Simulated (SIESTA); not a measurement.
Al3Au in SIESTA: the effect of strain zz

Crystal: Al3Au.

```
CELL_PARAMETERS angstrom
-2.02533 2.02533 3.89434
2.02533 -2.02533 3.89434
2.02533 2.02533 -3.89434
ATOMIC_POSITIONS crystal
Au 0.00000 0.00000 0.00000
Al 0.50000 0.50000 0.00000
Al 0.25000 0.75000 0.50000
Al 0.75000 0.25000 0.50000
```

The cell comes from a database or a generator and needn't be the stable form of this composition.

The cell isn't the ideal one: cell strained along z.

Alike in all runs:

| Quantity | Value |
| --- | --- |
| Program | SIESTA 5.4.2 |
| Task | band structure |
| Functional | PBEsol |
| Potentials or basis | PseudoDojo 0.4 standard (PBEsol files) |
| Basis | DZP (energy shift 0.003 Ry; two zetas on semicore shells) |
| Grid cutoff | 800 Ry |
| Energy shift | 0.003 Ry |
| k mesh | 9 × 9 × 9 |
| Occupations | fermi-dirac, width 0.05 eV |
| Spin | no spin polarisation |

| strain zz | pressure (GPa) |
| --- | --- |
| -0.04 | ? |
| -0.02 | -0.7 |
| 0 | -2.7 |
| 0.02 | -4.4 |
| 0.04 | -5.8 |

**Question.** What does the run with strain zz -0.04 give?

**Answer.** Pressure 1.7 GPa.

Worked out: A parabola through the other rows of the pressure, of slope -123 GPa per unit of strain zz there, extrapolates to 1.6 GPa, against the run's 1.7.

Caveats: short orbitals over semicore shells can move pressures by several GPa; the basis of atomic orbitals isn't converged, which shifts pressures, moduli and gaps.
